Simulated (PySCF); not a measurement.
# M06-2X/STO-6G run of [SiF3]− (SMILES F[Si-](F)F)

Aim: the vertical ionisation energy of [SiF3]− at M06-2X/STO-6G, from 2 runs. The job is set up through a Python script.

The results are computed with PySCF 2.14.0.

7 further runs of the same task are left out: 7 set aside as unsound or not needed.

### Step 1. Starting point

[SiF3]− has 4 atoms, charge -1, and is taken as a singlet. As SMILES, `F[Si-](F)F`. The shape is that of a GFN2-xTB optimisation.

Bond lengths: Si1–F2 1.693 Å, Si1–F3 1.696 Å, Si1–F4 1.697 Å. Angles: F2–Si1–F3 93.7°, F2–Si1–F4 93.6°, F3–Si1–F4 93.7°.

### Step 2. A single-point energy at M06-2X/STO-6G

File calc.py:

```python
# [SiF3]-
from pyscf import gto, dft

molecule = gto.M(
    atom='''
Si      -0.004470       0.005770       0.685050
F        1.428310      -0.030960      -0.216950
F       -0.687310       1.250250      -0.242810
F       -0.736530      -1.225060      -0.225300
''',
    max_memory=1860,
    basis='sto-6g',
    charge=-1,
    verbose=3,
)

mf = dft.RKS(molecule, xc='m06-2x')
mf.conv_tol = 1e-10
mf.grids.level = 5
mf.kernel()
if not mf.converged:
    mf = mf.newton().run(mf.mo_coeff, mf.mo_occ)

etot = mf.e_tot
print('Final energy', etot)
```

The run is started by

```bash
$ OMP_NUM_THREADS=1 python calc.py
```

Log:

```text
converged SCF energy = -586.195629549851
Final energy -586.195629549851
```

It took 5.4 s on 1 thread of Arm Neoverse V1, shared host; peak memory 0.22 GiB.

### Step 3. Doublet neutral SiF3

File run.py:

```python
from pyscf import gto, dft

mol = gto.M(
    atom='Si -0.004470 0.005770 0.685050; F 1.428310 -0.030960 -0.216950; F -0.687310 1.250250 -0.242810; F -0.736530 -1.225060 -0.225300',
    charge=0,
    basis='sto-6g',
    verbose=3,
    max_memory=1860,
    spin=1,
)

mf = dft.UKS(mol, xc='m06-2x')
mf.conv_tol = 1e-10
mf.grids.level = 5
mf.kernel()
if not mf.converged:
    mf = mf.newton().run(mf.mo_coeff, mf.mo_occ)

etot = mf.e_tot
print('E(%s) = %.9f' % ('M06-2X', etot))
```

The run is started by

```bash
$ OMP_NUM_THREADS=1 python run.py
```

Log:

```text
converged SCF energy = -586.283995597272  <S^2> = 0.75809793  2S+1 = 2.0080816
E(M06-2X) = -586.283995597
```

It took 11 s on 1 thread of Arm Neoverse V1, shared host; peak memory 0.23 GiB.

### Step 4. Outcome

At M06-2X/STO-6G:

| quantity | value |
| --- | --- |
| singlet [SiF3]−: total energy | -586.19563 Eh |
| singlet [SiF3]−: HOMO energy | 4.77 eV |
| singlet [SiF3]−: LUMO energy | 17.80 eV |
| singlet [SiF3]−: HOMO–LUMO gap (to an unbound level, set by the basis) | 13.03 eV |
| doublet neutral SiF3: total energy | -586.28400 Eh |
| doublet neutral SiF3: dipole moment | 2.19 D |
| doublet neutral SiF3: HOMO energy (highest over α and β) | -5.63 eV |
| doublet neutral SiF3: LUMO energy (lowest over α and β) | 0.02 eV |
| doublet neutral SiF3: ⟨S²⟩ | 0.758 |
| vertical detachment energy (to the doublet neutral) | -2.405 eV |

**Reading.** The species is unbound against losing an electron at this level, by 2.40 eV (−232 kJ/mol); missing correlation or diffuse functions can give that sign where the real anion is bound. In a minimal basis such a difference can be off by several eV, whatever the method. The HOMO (singlet [SiF3]−) lies at positive energy, 4.77 eV; only total energies tell whether the electron is bound.
